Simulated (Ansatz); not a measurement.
# Si3Sn (ordered alloy on diamond lattice): Wannier inputs, tried as typed

Aim: run 3 Wannier inputs for Si3Sn (ordered alloy on diamond lattice) as typed, and read from each log whether it ends well.

Program: Ansatz 0.2.0. Level of theory: plane waves, PAW; the settings change from run to run, as each input shows. These are calculated values, not measurements.

2 further runs of the same task are left out: 2 that didn't finish. Runs told in other sessions of the task aren't counted.

**1. The structure to begin with**

Symmetry: P-4m2, No. 115, tetragonal system. Conventional cell: a = 4.038 Å, b = 4.038 Å, c = 5.749 Å, α = 90.00°, β = 90.00°, γ = 90.00°. Si (site symmetry 2mm) has 2 Si at 2.40 Å and 2 Sn at 2.56 Å in its first shell of neighbours. Around Si (site symmetry -4m2) lie 4 Si at 2.40 Å. Around Sn (site symmetry -4m2) lie 4 Si at 2.56 Å.

As a file:

```cif
data_structure
_symmetry_space_group_name_H-M 'P 1'
_symmetry_Int_Tables_number 1
_cell_length_a 4.0376
_cell_length_b 4.0376
_cell_length_c 5.7486
_cell_angle_alpha 90.000
_cell_angle_beta 90.000
_cell_angle_gamma 90.000
_cell_volume 93.72
loop_
_atom_site_label
_atom_site_type_symbol
_atom_site_fract_x
_atom_site_fract_y
_atom_site_fract_z
_atom_site_occupancy
Si1 Si 0.50000 0.00000 0.77460 1
Si2 Si 0.50000 0.50000 0.00000 1
Si3 Si 0.00000 0.50000 0.22540 1
Sn1 Sn 0.00000 0.00000 0.50000 1
```

Cell and atoms come from an earlier r2SCAN relaxation. No run includes spin-orbit coupling, which matters for Sn.

**2. Run 1**

Input file input.yaml:

```yaml
crystal:
  lattice:
    - [4.037638911, 0.0, 0.0]
    - [0.0, 4.037638911, 0.0]
    - [0.0, 0.0, 5.7486205295]
  atoms:
    - { symbol: Si, position: [0.5, 0.0, 0.7746010627] }
    - { symbol: Si, position: [0.5, 0.5, 0.0] }
    - { symbol: Si, position: [0.0, 0.5, 0.2253989373] }
    - { symbol: Sn, position: [0.0, 0.0, 0.5] }
kpoints:
  mp_grid: { grid: [6, 6, 4] }
  band_path:
    path:
      - [[0.0, 0.0, 0.0], [0.0, 0.5, 0.0], [0.5, 0.5, 2.172984172634e-33], [0.0, 0.0, 0.0], [-3.246485312843e-50, 0.0, 0.5], [-3.246485312843e-50, 0.5, 0.5], [0.5, 0.5, 0.5], [-3.246485312843e-50, 0.0, 0.5]]
      - [[0.0, 0.5, 0.0], [-3.246485312843e-50, 0.5, 0.5]]
      - [[0.5, 0.5, 2.172984172634e-33], [0.5, 0.5, 0.5]]
    npoints: 10
hamiltonian:
  xc: pbe
scf:
  occupations: { method: fixed }
  n_extra_bands: 6
output:
  forces: false
  stress: false
  eigenvalues: true
  wannier:
    kmesh: [4, 4, 4]
    projections: [{ species: Si, l: s, shell: 3 }, { species: Sn, l: p, shell: 5 }]
    minimise: true
    write_hr: true
    conv_tol: 1.0e-08
    max_iter: 3000
    disentanglement: { window: [-2.95, 19.27], frozen_window: [4.55, 8.07] }
```

The run is started by

```
> ansatz run input.yaml --threads 4 --pin off --max-ram 3686MiB --backend cpu --events-out ev --progress --plain --runs-dir out
```

The program printed:

```text
Warning: RAYON_NUM_THREADS=4 ignored (pool sized by the plan → 4); use --threads N
scf.n_extra_bands = 6 over 13 filled bands (N_el = 26.0): the run solves 19 bands
Engine: ansatz 0.2.0, aarch64-unknown-linux-gnu
Pseudopotentials: kind: paw
Pseudopotential: Si, paw, valence charge 4, recommended cutoff 420 eV (normal), Si.paw.azcp
Pseudopotential: Sn, paw, valence charge 14, recommended cutoff 420 eV (normal), Sn.paw.azcp
Functional definition: PBE
  parameter kappa = 0.804
  parameter beta = 0.06672455060314922
  exchange = pbe_x(kappa = kappa, mu = beta*pi^2/3)
  correlation = pbe_c(beta = beta)
Crystal: 4 atoms, lattice volume = 93.717 Å³
Basis set: ecut = 420 eV, 1875 PW (Γ)
Bands: 19, of which v1, the nominal top of the filled ones, is band 13 counted from 1 (12 counted from 0)
Symmetry: 8 space group operations
Space group: P-4m2 (ITA 115), of the structure as read, at distance tolerance 4.5e-5 Å
k-points: 30 of 144 (time reversal used)
Non-local potential: Si, projectors of the file, l = 0: 2, l = 1: 2, l = 2: 2
Non-local potential: Sn, projectors of the file, l = 0: 2, l = 1: 2, l = 2: 2, l = 3: 2
PAW form: soft (Blöchl's): semilocal exchange-correlation on the pseudo side does not see the compensation charge
PAW one-centre angular grid: Si, 110 points (default); XC on 64 Gauss nodes
PAW one-centre angular grid: Sn, 590 points (default); XC on 64 Gauss nodes
Initial density: superposition of atomic densities (neutral atoms: chi_scale 0, normalization atom), corrected by the library's trained network
Initial wavefunctions: pseudopotential atomic-orbital guess
Functional: x = pbe(κ = 0.804, μ = 0.2195149727645171), c = pbe(β = 0.06672455060314922)
SCF iter   1: F=—  HF=-7931.111743 eV  |F-HF|=—  |Δ(HF+E_count)|=         —  Δρ=1.61e-3  dr2=5.66e-3  ethr=1.77e-3  ⟨swp⟩=5.0  Hψ=2688  notcnv=0  defer=114
preconditioner: auto → Resta (q_TF=auto, 2.203 Å⁻¹)  ε∞=4.4  [insulator: Δε(μ)=0.231 eV  Ē_g=8.263 eV  n_scr=20 (ndim 8)  ℏωp=15.3 eV  f_vac=0.000  ε∞_Penn≈4.4]
SCF iter   2: F=—  HF=-7931.110426 eV  |F-HF|=—  |Δ(HF+E_count)|=   1.32e-3  Δρ=8.61e-4  dr2=9.06e-4  ethr=2.18e-5  ⟨swp⟩=2.0  Hψ=1180  notcnv=0  defer=118
SCF iter   3: F=—  HF=-7931.110425 eV  |F-HF|=—  |Δ(HF+E_count)|=   9.22e-7  Δρ=2.92e-4  dr2=9.96e-5  ethr=3.49e-6  ⟨swp⟩=2.0  Hψ=965  notcnv=0  defer=118
SCF iter   4: F=—  HF=-7931.110451 eV  |F-HF|=—  |Δ(HF+E_count)|=   2.56e-5  Δρ=1.14e-4  dr2=1.38e-5  ethr=3.83e-7  ⟨swp⟩=2.5  Hψ=777  notcnv=0  defer=113
SCF iter   5: F=—  HF=-7931.110463 eV  |F-HF|=—  |Δ(HF+E_count)|=   1.22e-5  Δρ=2.22e-5  dr2=7.78e-7  ethr=5.32e-8  ⟨swp⟩=2.2  Hψ=810  notcnv=0  defer=118
SCF iter   6: F=-7931.110464 eV  HF=-7931.110464 eV  |F-HF|=4.16e-8  |Δ(HF+E_count)|=   7.00e-7  Δρ=4.76e-6  dr2=3.67e-8  ethr=3.85e-10  ⟨swp⟩=9.7  Hψ=3235  notcnv=0
SCF 1 converged in 6 iterations: F = -7931.110464 eV  dr2 = 3.67e-8
NSCF: frozen V_eff on 93 k-points
NSCF: frozen V_eff on 21 k-points
the Wannier pass solved 21 of the 64 points of its mesh, and has the states at the others by symmetry: states obtained by the crystal's operations at points that were solved too leave a residual of 2.62e-13 eV (read by the count's bands and the next), within 8.33e-6 eV
NSCF: frozen V_eff on 21 k-points
the Wannier pass solved 21 of the 64 points of its mesh, and has the states at the others by symmetry: states obtained by the crystal's operations at points that were solved too leave a residual of 1.97e-13 eV (read by the count's bands and the next), within 8.33e-6 eV
NSCF: frozen V_eff on 21 k-points
the Wannier pass solved 21 of the 64 points of its mesh, and has the states at the others by symmetry: states obtained by the crystal's operations at points that were solved too leave a residual of 1.97e-13 eV (read by the count's bands and the next), within 8.33e-6 eV
NSCF: frozen V_eff on 21 k-points
the Wannier pass solved 21 of the 64 points of its mesh, and has the states at the others by symmetry: states obtained by the crystal's operations at points that were solved too leave a residual of 4.51e-13 eV (read by the count's bands and the next), within 8.33e-6 eV
SCF converged after 6 iterations
Free energy (F): -7931.110464 eV
Harris-Foulkes:  -7931.110464 eV  (|F-HF|=4.16e-8)
Internal energy: -7931.110464 eV  (E = F + TS)
E sigma→0 (E₀):  -7931.110464 eV
Fermi energy:    7.046625 eV
--- Per-component energies (eV) ---
  E_band       = -111.129219
  E_kinetic    = 307.477788
  E_local      = -1403.820993  (includes V_loc(G=0)·N_el)
  E_nonlocal   = 45.729369
  E_hartree    = 770.676119
  E_xc         = -546.764965
  E_vxc        = -234.796951  (∫ρ·V_xc dr)
  E_paw        = -5677.232588  (= ΣΔE_a)
  E_vpaw       = -367.072717  (= ΣTr[D̂ρ^β])
  E_aug_tail   = 0.000018  (compensation charges beyond the density's cutoff)
  E_ewald      = -1427.175213
  E_smearing   = -0.000000  (= −TS)
  E_closure    = -0.000000  (closes the sum)
  Σ components = -7931.110464   (vs F -7931.110464, Δ=0.00e0)
--- Band table (eV; the first three rows and the last of 30) ---
  k-point 0: bands = ["-14.2523", "-14.2175", "-14.2175", "-14.1786", "-14.1748", "-4.6724", "-0.8623", "-0.8343", "4.0039", "4.0039", "6.7294", "7.0466", "7.0466", "7.5452", "7.5784", "8.8542", "9.3364", "9.3364", "9.5687"]
  k-point 1: bands = ["-14.2523", "-14.2176", "-14.2176", "-14.1783", "-14.1748", "-4.4308", "-2.4448", "1.0651", "4.2015", "4.2015", "5.2804", "6.2988", "6.2988", "7.4504", "8.0080", "9.2735", "10.1935", "10.4228", "10.4228"]
  k-point 2: bands = ["-14.2523", "-14.2176", "-14.2176", "-14.1780", "-14.1748", "-3.8773", "-3.4598", "3.0838", "3.2367", "4.5204", "4.5204", "5.6264", "5.6264", "7.6063", "8.0087", "9.7582", "10.3109", "12.2244", "12.2244"]
  k-point 29: bands = ["-14.2319", "-14.2319", "-14.1974", "-14.1920", "-14.1619", "-1.0644", "-0.7440", "-0.7440", "-0.3059", "3.2541", "3.2673", "3.2673", "3.3467", "10.9830", "10.9830", "11.0707", "11.1345", "11.3303", "11.3339"]
Error: a combination of the trial orbitals is all but absent from the optimal subspace at ik = 0: its weight there is 1.3e-15 of the largest combination's or less, which the computation cannot tell from zero, so that the projections give no starting gauge (the trial orbitals are those of output.wannier.projections, and ik = 0 is k-point 1 of the .win and .amn files); move output.wannier.disentanglement.frozen_window, whose bands are always kept in the subspace
```

Wall time 12 s (4 threads of Arm Neoverse V2, shared host); peak memory 0.39 GiB.

What is wrong: It ended in an error. Some combination of the trial orbitals has almost no weight, at one k point, in the states chosen from the window. Fix: choose trial orbitals that match the bands, or move the windows as the message advises.

**3. Run 2**

input.yaml, as its differences from that of step 2:

```diff
@@ -19,3 +19,3 @@
 hamiltonian:
-  xc: pbe
+  xc: r2scan
 scf:
@@ -34,2 +34,6 @@
     max_iter: 3000
-    disentanglement: { window: [-2.95, 19.27], frozen_window: [4.55, 8.07] }
+    disentanglement: { window: [-3.04, 19.36], frozen_window: [4.46, 8.16] }
+  write_density: true
+  write_potential: true
+  elf: true
+  volumetric_format: npy
```

The run is started by

```
> ansatz run input.yaml --threads 4 --pin off --max-ram 3686MiB --backend cpu --events-out ev --progress --plain --runs-dir out
```

The program printed:

```text
Warning: RAYON_NUM_THREADS=4 ignored (pool sized by the plan → 4); use --threads N
scf.n_extra_bands = 6 over 13 filled bands (N_el = 26.0): the run solves 19 bands
[... 2 set-up lines as earlier in the session ...]
Pseudopotential: Si, paw, valence charge 4, recommended cutoff 500 eV (meta_gga), Si.paw.azcp
Pseudopotential: Sn, paw, valence charge 14, recommended cutoff 500 eV (meta_gga), Sn.paw.azcp
Functional definition: r2SCAN
  parameter k0 = 0.174
  parameter k1 = 0.065
  parameter a1 = 4.9479
  exchange = r2scan_x(k0 = k0, k1 = k1, a1 = a1)
  correlation = r2scan_c
Crystal: 4 atoms, lattice volume = 93.717 Å³
Basis set: ecut = 500 eV, 2405 PW (Γ), exchange–correlation on 120×120×180 points (64 copies of the dense FFT grid, shifted against one another)
Bands: 19, of which v1, the nominal top of the filled ones, is band 13 counted from 1 (12 counted from 0)
[... 2 set-up lines as earlier in the session ...]
k-points: 30 of 144 (time reversal used)
[... 3 set-up lines as earlier in the session ...]
PAW frozen core: Si, regenerated for the run's functional (the file was generated under x = pbe(κ = 0.804, μ = 0.2195149727645171), c = pbe(β = 0.06672455060314922))
PAW frozen core: Sn, regenerated for the run's functional (the file was generated under x = pbe(κ = 0.804, μ = 0.2195149727645171), c = pbe(β = 0.06672455060314922))
PAW one-centre angular grid: Si, 302 points (default); XC on 160 Gauss nodes
PAW one-centre angular grid: Sn, 590 points (default); XC on 249 of its mesh's 2787 points in the sphere
[... 2 set-up lines as earlier in the session ...]
Functional: x = r2scan, c = r2scan; τ floored in thin density (d = 2e-4 eV/Å³)
SCF iter   1: F=—  HF=-7955.301098 eV  |F-HF|=—  |Δ(HF+E_count)|=         —  Δρ=4.09e-3  dr2=2.38e-2  dr2_τ=1.88e-2  ethr=1.77e-3  ⟨swp⟩=5.0  Hψ=2696  notcnv=0  defer=115
preconditioner: auto → Resta (q_TF=auto, 2.203 Å⁻¹)  ε∞=4.0  [insulator: Δε(μ)=0.385 eV  Ē_g=8.789 eV  n_scr=20 (ndim 8)  ℏωp=15.3 eV  f_vac=0.000  ε∞_Penn≈4.0]
SCF iter   2: F=—  HF=-7955.321678 eV  |F-HF|=—  |Δ(HF+E_count)|=   2.06e-2  Δρ=2.13e-3  dr2=4.27e-3  dr2_τ=3.08e-5  ethr=9.15e-5  ⟨swp⟩=3.1  Hψ=1262  notcnv=0  defer=119
SCF iter   3: F=—  HF=-7955.321234 eV  |F-HF|=—  |Δ(HF+E_count)|=   4.44e-4  Δρ=6.98e-4  dr2=3.24e-4  dr2_τ=4.01e-6  ethr=1.64e-5  ⟨swp⟩=2.1  Hψ=701  notcnv=0  defer=118
SCF iter   4: F=—  HF=-7955.321213 eV  |F-HF|=—  |Δ(HF+E_count)|=   2.11e-5  Δρ=1.11e-4  dr2=1.16e-5  dr2_τ=2.37e-7  ethr=1.25e-6  ⟨swp⟩=2.6  Hψ=866  notcnv=0  defer=118
SCF iter   5: F=—  HF=-7955.321214 eV  |F-HF|=—  |Δ(HF+E_count)|=   7.73e-7  Δρ=2.56e-5  dr2=9.25e-7  dr2_τ=6.03e-9  ethr=4.44e-8  ⟨swp⟩=2.5  Hψ=764  notcnv=0  defer=81
SCF iter   6: F=-7955.321215 eV  HF=-7955.321215 eV  |F-HF|=1.81e-9  |Δ(HF+E_count)|=   4.28e-7  Δρ=4.30e-6  dr2=3.00e-8  dr2_τ=2.33e-10  ethr=3.85e-10  ⟨swp⟩=9.6  Hψ=3255  notcnv=0
SCF 1 converged in 6 iterations: F = -7955.321215 eV  dr2 = 3.00e-8
NSCF: frozen V_eff on 93 k-points
NSCF: frozen V_eff on 21 k-points
the Wannier pass solved 21 of the 64 points of its mesh, and has the states at the others by symmetry: states obtained by the crystal's operations at points that were solved too leave a residual of 7.76e-14 eV (read by the count's bands and the next), within 8.33e-6 eV
NSCF: frozen V_eff on 21 k-points
the Wannier pass solved 21 of the 64 points of its mesh, and has the states at the others by symmetry: states obtained by the crystal's operations at points that were solved too leave a residual of 2.97e-13 eV (read by the count's bands and the next), within 8.33e-6 eV
NSCF: frozen V_eff on 21 k-points
the Wannier pass solved 21 of the 64 points of its mesh, and has the states at the others by symmetry: states obtained by the crystal's operations at points that were solved too leave a residual of 3.29e-13 eV (read by the count's bands and the next), within 8.33e-6 eV
SCF converged after 6 iterations
Free energy (F): -7955.321215 eV
Harris-Foulkes:  -7955.321215 eV  (|F-HF|=1.81e-9)
Internal energy: -7955.321215 eV  (E = F + TS)
E sigma→0 (E₀):  -7955.321215 eV
Fermi energy:    6.961357 eV
--- Per-component energies (eV) ---
  E_band       = -123.825868
  E_kinetic    = 307.377346
  E_local      = -1402.130892  (includes V_loc(G=0)·N_el)
  E_nonlocal   = 42.209237
  E_hartree    = 772.101242
  E_xc         = -527.750745
  E_vxc        = -251.992478  (∫ρ·V_xc dr)
  E_paw        = -5720.458223  (= ΣΔE_a)
  E_vpaw       = -375.871035  (= ΣTr[D̂ρ^β])
  E_aug_tail   = 0.000013  (compensation charges beyond the density's cutoff)
  E_vtau       = 12.384048  (kinetic-family band-sum trace: ∫τ·v_τ [+ j·A + Jᵃ·Aᵃ] dr)
  E_ewald      = -1427.175213
  E_core_change = 0.506021  (= ΣΔE_core)
  E_smearing   = -0.000000  (= −TS)
  E_closure    = -0.000000  (closes the sum)
  Σ components = -7955.321215   (vs F -7955.321215, Δ=0.00e0)
--- Band table (eV; the first three rows and the last of 30) ---
  k-point 0: bands = ["-15.0291", "-14.9907", "-14.9907", "-14.9435", "-14.9406", "-5.3089", "-1.2999", "-1.2396", "3.7446", "3.7446", "6.6543", "6.9614", "6.9614", "7.6454", "7.6660", "9.2410", "9.4105", "9.4105", "9.6624"]
  k-point 1: bands = ["-15.0291", "-14.9908", "-14.9908", "-14.9432", "-14.9405", "-5.0554", "-2.9550", "0.7553", "3.9538", "3.9538", "5.2017", "6.1712", "6.1712", "7.5260", "8.1168", "9.4056", "10.5554", "10.5650", "10.5650"]
  k-point 2: bands = ["-15.0291", "-14.9908", "-14.9908", "-14.9428", "-14.9405", "-4.4829", "-4.0148", "2.9073", "3.0399", "4.2920", "4.2920", "5.4589", "5.4589", "7.6779", "8.1071", "9.9699", "10.5350", "12.4809", "12.4809"]
  k-point 29: bands = ["-15.0065", "-15.0065", "-14.9686", "-14.9593", "-14.9251", "-1.5098", "-1.1763", "-1.1763", "-0.6595", "2.9904", "3.0057", "3.0057", "3.0848", "11.1937", "11.1937", "11.3379", "11.3453", "11.5550", "11.6184"]
Error: a combination of the trial orbitals is all but absent from the optimal subspace at ik = 0: its weight there is 1.3e-15 of the largest combination's or less, which the computation cannot tell from zero, so that the projections give no starting gauge (the trial orbitals are those of output.wannier.projections, and ik = 0 is k-point 1 of the .win and .amn files); move output.wannier.disentanglement.frozen_window, whose bands are always kept in the subspace
```

Run time: 14 s. Hardware: 4 threads of Arm Neoverse V2, shared host; peak memory 0.51 GiB.

**Diagnosis.** The run stopped with an error. Some combination of the trial orbitals has almost no weight, at one k point, in the states chosen from the window. Fix: choose trial orbitals that match the bands, or move the windows as the message advises.

**4. Run 3**

input.yaml, as its differences from that of step 3:

```diff
@@ -19,3 +19,3 @@
 hamiltonian:
-  xc: r2scan
+  xc: pbe
 scf:
@@ -29,3 +29,3 @@
     kmesh: [4, 4, 4]
-    projections: [{ species: Si, l: s, shell: 3 }, { species: Sn, l: p, shell: 5 }]
+    projections: []
     minimise: true
@@ -33,7 +33,2 @@
     conv_tol: 1.0e-08
-    max_iter: 3000
-    disentanglement: { window: [-3.04, 19.36], frozen_window: [4.46, 8.16] }
-  write_density: true
-  write_potential: true
-  elf: true
-  volumetric_format: npy
+    max_iter: 1000
```

The run is started by

```
> ansatz run input.yaml --threads 4 --pin off --max-ram 3686MiB --backend cpu --events-out ev --progress --plain --runs-dir out
```

The program printed:

```text
Error: invalid value for `output.wannier.projections`: must list at least one trial orbital
```

It took 0.04 s on 4 threads of Arm Neoverse V2, shared host; peak memory 0.076 GiB.

What is wrong: The program refused the input. No trial orbital is listed. Cure: list the trial orbitals.

**5. Summary**

| run | settings | ended | fault | time |
| --- | --- | --- | --- | --- |
| 1 | PBE, 6 functions, 4×4×4, window -2.95 to 19.27 eV, frozen 4.55 to 8.07 eV | stopped by an error | some combination of the trial orbitals has almost no weight, at one k point, in the states chosen from the window | 12 s |
| 2 | r2SCAN, 6 functions, 4×4×4, window -3.04 to 19.36 eV, frozen 4.46 to 8.16 eV | stopped by an error | some combination of the trial orbitals has almost no weight, at one k point, in the states chosen from the window | 14 s |
| 3 | PBE, 0 functions, 4×4×4 | refused | no trial orbital is listed | 0.04 s |

2 stopped by an error, 1 refused. No run passed without a fault or warning, so no result is quoted.
